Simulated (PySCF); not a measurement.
# Magnesium: the same states on changed settings

These states were run before on sound settings. What differs here: no relativity, point nucleus, unsound on purpose. What does it move?

Method: unrestricted determinants in a Gaussian basis, no spin-orbit coupling in the energies. Code: PySCF 2.14.0.

### Step 1. The atom as given

* Element: magnesium (Z = 12)
* Basis: aug-cc-pVDZ-DK
* Hamiltonian: the non-relativistic Hamiltonian (point nucleus)
* State 1: Mg: [Ne] 3s2, closed-shell 1S
* State 2: Mg+: [Ne] 3s1, 2S determinant
* Methods: UHF, MN15, PBE0, MP2, CCSD(T)
* Core shells frozen in the correlated runs: valence: [Ne] (for Mg)

The outer shells:

Mg [Ne] 3s2
```
[Ne] core
3s [↑↓]
```

Mg+ [Ne] 3s1
```
[Ne] core
3s [↑ ]
```

The sound run (aug-cc-pVDZ-DK, the spin-free X2C one-electron Hamiltonian (Gaussian nucleus), symmetry-adapted start, fine grid, valence correlation) gave:

```tsv
species	method	energy (hartree)
Mg	UHF	-199.91423
Mg	MN15	-200.34201
Mg	PBE0	-200.27044
Mg	MP2 (valence)	-199.93589
Mg	CCSD(T) (valence)	-199.94713
Mg+	UHF	-199.67045
Mg+	MN15	-200.06111
Mg+	PBE0	-199.99160
```

The runs were made by one driver on top of PySCF. The scripts below sum up each run's settings (the driver also hands on starting orbitals that pick excited configurations, and frozen orbitals as a list rather than a count), and the logs come from the driver's own runs. The driver starts from symmetry-adapted Hartree-Fock orbitals, holds the occupation by maximum overlap and uses a logarithmic radial grid for functionals, so a plain start would take other cycles.

The driver's launch:

```
OMP_NUM_THREADS=1 python atomrun2.py TASK.json OUT
```

The integrals over 27 functions and the set-up took 0.03 s of CPU time.

### Step 2. Changed run, Mg, method by method

**UHF**

The input, input.py:

```python
from pyscf import gto, scf, dft, mp, cc
import basis_set_exchange as bse
mol = gto.M(atom="Mg 0 0 0", charge=0, spin=0, symmetry="D2h",
            basis=gto.basis.parse(bse.get_basis("aug-cc-pVDZ-DK", elements=["Mg"], fmt="nwchem", header=False)))
mf = scf.UHF(mol)
mf.irrep_nelec = {'Ag': (3, 3), 'B1u': (1, 1), 'B2u': (1, 1), 'B3u': (1, 1)}
mf.kernel()
```

What it wrote:

```text
damping factor = 0
level_shift factor = 0
DIIS = <class 'pyscf.scf.diis.CDIIS'>
diis_start_cycle = 1
diis_space = 10
diis_damp = 0
SCF conv_tol = 1e-09
SCF conv_tol_grad = None
number electrons alpha = 6  beta = 6
cycle= 1 E= -199.557734349473  delta_E= -1.42e-09  |g|= 6.05e-06  |ddm|= 0.000347
cycle= 2 E= -199.557734349633  delta_E= -1.6e-10  |g|= 2.05e-06  |ddm|= 0.000102
converged SCF energy = -199.557734349633  <S^2> = -8.8817842e-16  2S+1 = 1
```

Time after the integrals: 0.07 s (1 thread of Neoverse-N1, shared host).

The occupied shells:

```tsv
shell	electrons	mean orbital energy (eV)	spread (eV)	rms radius (bohr)
1s	2	-1332.8	0	0.151
2s	2	-102.38	0	0.755
2p	6	-61.968	0	0.774
3s	2	-6.886	0	3.53
```

⟨S²⟩ = 0.000, ⟨L²⟩ = 0.00.

**MN15**

Changes to input.py:

```diff
@@ -4,3 +4,3 @@
             basis=gto.basis.parse(bse.get_basis("aug-cc-pVDZ-DK", elements=["Mg"], fmt="nwchem", header=False)))
-mf = scf.UHF(mol)
+mf = dft.UKS(mol, xc="MN15")
 mf.irrep_nelec = {'Ag': (3, 3), 'B1u': (1, 1), 'B2u': (1, 1), 'B3u': (1, 1)}
```

What it wrote:

```text
damping factor = 0
level_shift factor = 0
DIIS = <class 'pyscf.scf.diis.CDIIS'>
diis_start_cycle = 1
diis_space = 10
diis_damp = 0
SCF conv_tol = 1e-09
SCF conv_tol_grad = None
number electrons alpha = 6  beta = 6
XC functionals = MN15
    H. S. Yu, X. He, S. L. Li, and D. G. Truhlar.,  Chem. Sci. 7, 5032-5051 (2016)
    H. S. Yu, X. He, S. L. Li, and D. G. Truhlar.,  Chem. Sci. 7, 5032-5051 (2016)
cycle= 1 E= -199.985816836894  delta_E= -0.00195  |g|= 0.00419  |ddm|= 0.31
cycle= 2 E= -199.985825947757  delta_E= -9.11e-06  |g|= 0.000468  |ddm|= 0.0127
cycle= 3 E= -199.985826122478  delta_E= -1.75e-07  |g|= 4.57e-05  |ddm|= 0.004
cycle= 4 E= -199.985826133503  delta_E= -1.1e-08  |g|= 8.51e-06  |ddm|= 0.000643
cycle= 5 E= -199.985826133808  delta_E= -3.05e-10  |g|= 2.66e-07  |ddm|= 0.000172
converged SCF energy = -199.985826133808  <S^2> = 0  2S+1 = 1
```

Time after the integrals: 0.38 s (1 thread of Neoverse-N1, shared host).

**PBE0**

Changes to input.py:

```diff
@@ -4,3 +4,3 @@
             basis=gto.basis.parse(bse.get_basis("aug-cc-pVDZ-DK", elements=["Mg"], fmt="nwchem", header=False)))
-mf = dft.UKS(mol, xc="MN15")
+mf = dft.UKS(mol, xc="PBE0")
 mf.irrep_nelec = {'Ag': (3, 3), 'B1u': (1, 1), 'B2u': (1, 1), 'B3u': (1, 1)}
```

What it wrote:

```text
damping factor = 0
level_shift factor = 0
DIIS = <class 'pyscf.scf.diis.CDIIS'>
diis_start_cycle = 1
diis_space = 10
diis_damp = 0
SCF conv_tol = 1e-09
SCF conv_tol_grad = None
number electrons alpha = 6  beta = 6
XC functionals = PBE0
    C. Adamo and V. Barone.,  J. Chem. Phys. 110, 6158 (1999)
    M. Ernzerhof and G. E. Scuseria.,  J. Chem. Phys. 110, 5029 (1999)
cycle= 1 E= -199.91407268171  delta_E= -0.00127  |g|= 0.00307  |ddm|= 0.287
cycle= 2 E= -199.914080021864  delta_E= -7.34e-06  |g|= 0.000534  |ddm|= 0.0303
cycle= 3 E= -199.914080154089  delta_E= -1.32e-07  |g|= 1.57e-05  |ddm|= 0.00237
cycle= 4 E= -199.914080154378  delta_E= -2.9e-10  |g|= 5.55e-07  |ddm|= 0.000126
converged SCF energy = -199.914080154378  <S^2> = -3.5527137e-15  2S+1 = 1
```

Time after the integrals: 0.17 s (1 thread of Neoverse-N1, shared host).

**MP2 (valence)**

Changes to input.py:

```diff
@@ -4,4 +4,5 @@
             basis=gto.basis.parse(bse.get_basis("aug-cc-pVDZ-DK", elements=["Mg"], fmt="nwchem", header=False)))
-mf = dft.UKS(mol, xc="PBE0")
+mf = scf.UHF(mol)
 mf.irrep_nelec = {'Ag': (3, 3), 'B1u': (1, 1), 'B2u': (1, 1), 'B3u': (1, 1)}
 mf.kernel()
+mp.UMP2(mf, frozen=5).kernel()
```

No log was kept for this step.

It took 0.01 s on 1 thread of Neoverse-N1, shared host, the integrals not counted.

With 2 electrons correlated, the MP2 correlation energy is -0.02166 hartree (0.00000 same spin, -0.02166 opposite spin); the SCS form gives -0.02599. Largest pairs of shells: 3s-3s -0.0217.

**CCSD(T) (valence)**

Changes to input.py:

```diff
@@ -7,2 +7,3 @@
 mf.kernel()
-mp.UMP2(mf, frozen=5).kernel()
+mycc = cc.CCSD(mf, frozen=5).run()
+mycc.ccsd_t()
```

What it wrote:

```text
CC2 = 0
CCSD nocc = 1, nmo = 22
frozen orbitals [0, 1, 2, 3, 4]
max_cycle = 100
direct = 0
conv_tol = 1e-08
conv_tol_normt = 1e-06
diis_space = 8
diis_start_cycle = 0
Init t2, MP2 energy = -199.579390530289  E_corr(MP2) -0.0216561806560578
Init E_corr(CCSD) = -0.0216561806699795
cycle = 1  E_corr(CCSD) = -0.0280587524473711  dE = -0.00640257178  norm(t1,t2) = 0.0516098
cycle = 2  E_corr(CCSD) = -0.0305153651705208  dE = -0.00245661272  norm(t1,t2) = 0.0253102
cycle = 3  E_corr(CCSD) = -0.0329094315910459  dE = -0.00239406642  norm(t1,t2) = 0.0134773
cycle = 4  E_corr(CCSD) = -0.0329073719576456  dE = 2.0596334e-06  norm(t1,t2) = 0.00112029
cycle = 5  E_corr(CCSD) = -0.0329211284197074  dE = -1.37564621e-05  norm(t1,t2) = 0.000136334
cycle = 6  E_corr(CCSD) = -0.0329149798772231  dE = 6.14854248e-06  norm(t1,t2) = 3.40638e-05
cycle = 7  E_corr(CCSD) = -0.0329162217256676  dE = -1.24184844e-06  norm(t1,t2) = 7.65926e-06
cycle = 8  E_corr(CCSD) = -0.032916136880749  dE = 8.48449186e-08  norm(t1,t2) = 1.65818e-06
cycle = 9  E_corr(CCSD) = -0.0329160604162373  dE = 7.64645116e-08  norm(t1,t2) = 5.37263e-07
cycle = 10  E_corr(CCSD) = -0.0329160486994981  dE = 1.17167393e-08  norm(t1,t2) = 8.90085e-08
cycle = 11  E_corr(CCSD) = -0.0329160489807735  dE = -2.81275392e-10  norm(t1,t2) = 3.00447e-08
CCSD converged
E(CCSD) = -199.590650398614  E_corr = -0.03291604898077345
```

It took 0.08 s on 1 thread of Neoverse-N1, shared host, the integrals not counted.

CCSD correlation -0.03292 hartree, triples 0.00000; total -199.590650. T1 = 0.015, largest double amplitude 0.093. With two correlated electrons the triples vanish and CCSD is exact in this space.

### Step 3. Changed run, Mg+: the ladder of methods

**UHF**

The input, input.py:

```python
from pyscf import gto, scf, dft, mp, cc
import basis_set_exchange as bse
mol = gto.M(atom="Mg 0 0 0", charge=1, spin=1, symmetry="D2h",
            basis=gto.basis.parse(bse.get_basis("aug-cc-pVDZ-DK", elements=["Mg"], fmt="nwchem", header=False)))
mf = scf.UHF(mol)
mf.irrep_nelec = {'Ag': (3, 2), 'B1u': (1, 1), 'B2u': (1, 1), 'B3u': (1, 1)}
mf.kernel()
```

What it wrote:

```text
damping factor = 0
level_shift factor = 0
DIIS = <class 'pyscf.scf.diis.CDIIS'>
diis_start_cycle = 1
diis_space = 10
diis_damp = 0
SCF conv_tol = 1e-09
SCF conv_tol_grad = None
number electrons alpha = 6  beta = 5
cycle= 1 E= -199.314408117818  delta_E= -3.69e-12  |g|= 2.88e-07  |ddm|= 1.67e-05
converged SCF energy = -199.314408117818  <S^2> = 0.75004984  2S+1 = 2.0000498
```

Time after the integrals: 0.08 s (1 thread of Neoverse-N1, shared host).

The occupied shells:

```tsv
shell	electrons	mean orbital energy (eV)	spread (eV)	rms radius (bohr)
1s α	1	-1342.0	0	0.151
1s β	1	-1341.8	0	0.151
2s α	1	-111.44	0	0.755
2s β	1	-111.03	0	0.755
2p α	3	-70.979	0	0.772
2p β	3	-70.831	0	0.772
3s α	1	-14.719	0	3.07
```

⟨S²⟩ = 0.750, ⟨L²⟩ = 0.00.

**MN15**

Changes to input.py:

```diff
@@ -4,3 +4,3 @@
             basis=gto.basis.parse(bse.get_basis("aug-cc-pVDZ-DK", elements=["Mg"], fmt="nwchem", header=False)))
-mf = scf.UHF(mol)
+mf = dft.UKS(mol, xc="MN15")
 mf.irrep_nelec = {'Ag': (3, 2), 'B1u': (1, 1), 'B2u': (1, 1), 'B3u': (1, 1)}
```

What it wrote:

```text
damping factor = 0
level_shift factor = 0
DIIS = <class 'pyscf.scf.diis.CDIIS'>
diis_start_cycle = 1
diis_space = 10
diis_damp = 0
SCF conv_tol = 1e-09
SCF conv_tol_grad = None
number electrons alpha = 6  beta = 5
XC functionals = MN15
    H. S. Yu, X. He, S. L. Li, and D. G. Truhlar.,  Chem. Sci. 7, 5032-5051 (2016)
    H. S. Yu, X. He, S. L. Li, and D. G. Truhlar.,  Chem. Sci. 7, 5032-5051 (2016)
cycle= 1 E= -199.705438045924  delta_E= -0.00155  |g|= 0.00383  |ddm|= 0.145
cycle= 2 E= -199.70544472421  delta_E= -6.68e-06  |g|= 0.00033  |ddm|= 0.0222
cycle= 3 E= -199.705444770365  delta_E= -4.62e-08  |g|= 2.82e-05  |ddm|= 0.00173
cycle= 4 E= -199.705444771364  delta_E= -9.98e-10  |g|= 3.41e-06  |ddm|= 0.000581
converged SCF energy = -199.705444771364  <S^2> = 0.75006432  2S+1 = 2.0000643
```

It took 0.32 s on 1 thread of Neoverse-N1, shared host, the integrals not counted.

**PBE0**

Changes to input.py:

```diff
@@ -4,3 +4,3 @@
             basis=gto.basis.parse(bse.get_basis("aug-cc-pVDZ-DK", elements=["Mg"], fmt="nwchem", header=False)))
-mf = dft.UKS(mol, xc="MN15")
+mf = dft.UKS(mol, xc="PBE0")
 mf.irrep_nelec = {'Ag': (3, 2), 'B1u': (1, 1), 'B2u': (1, 1), 'B3u': (1, 1)}
```

What it wrote:

```text
damping factor = 0
level_shift factor = 0
DIIS = <class 'pyscf.scf.diis.CDIIS'>
diis_start_cycle = 1
diis_space = 10
diis_damp = 0
SCF conv_tol = 1e-09
SCF conv_tol_grad = None
number electrons alpha = 6  beta = 5
XC functionals = PBE0
    C. Adamo and V. Barone.,  J. Chem. Phys. 110, 6158 (1999)
    M. Ernzerhof and G. E. Scuseria.,  J. Chem. Phys. 110, 5029 (1999)
cycle= 1 E= -199.635747993385  delta_E= -0.000903  |g|= 0.00409  |ddm|= 0.275
cycle= 2 E= -199.635758879107  delta_E= -1.09e-05  |g|= 0.000542  |ddm|= 0.0607
cycle= 3 E= -199.635759029653  delta_E= -1.51e-07  |g|= 3.45e-05  |ddm|= 0.00405
cycle= 4 E= -199.635759032568  delta_E= -2.91e-09  |g|= 6.72e-07  |ddm|= 0.00147
cycle= 5 E= -199.635759032569  delta_E= -9.09e-13  |g|= 1.06e-08  |ddm|= 1.39e-05
converged SCF energy = -199.635759032569  <S^2> = 0.75002668  2S+1 = 2.0000267
```

It took 0.2 s on 1 thread of Neoverse-N1, shared host, the integrals not counted.

### Step 4. Against the sound run

```tsv
species	method	converged	energy less sound run (eV)
Mg	UHF	yes	+9.7007
Mg	MN15	yes	+9.6922
Mg	PBE0	yes	+9.6970
Mg	MP2 (valence)	yes	+9.7008
Mg	CCSD(T) (valence)	yes	+9.7002
Mg+	UHF	yes	+9.6883
Mg+	MN15	yes	+9.6781
Mg+	PBE0	yes	+9.6829
```

Ionisation energy of Mg:

```tsv
method	sound run (eV)	changed run (eV)	shift (eV)
UHF	6.634	6.621	-0.012
MN15	7.644	7.630	-0.014
PBE0	7.588	7.574	-0.014
MP2	7.223	7.211	-0.012
SCS-MP2	7.341	7.328	-0.012
CCSD	7.529	7.517	-0.012
CCSD(T)	7.529	7.517	-0.012
CCSDT	7.529	7.517	-0.012
FCI	7.529	7.517	-0.012
```

### Step 5. What came out

| quantity | value |
| --- | --- |
| change | no relativity, point nucleus |
| runs converged | 8 of 8 |
| largest shift of a converged total energy | 9.70 eV |
| largest shift of the ionisation energy | -0.014 eV (MN15) |

What this shows: The ionisation energy moves by up to 0.01 eV, at MN15. Most of the change in total energy is the relativistic energy itself. On top of that the contraction fixes the core shape for the Hamiltonian it was made with, so the changed run is not a good calculation with the other Hamiltonian either. The setting is unsound on purpose, so these numbers are no properties of the atom.
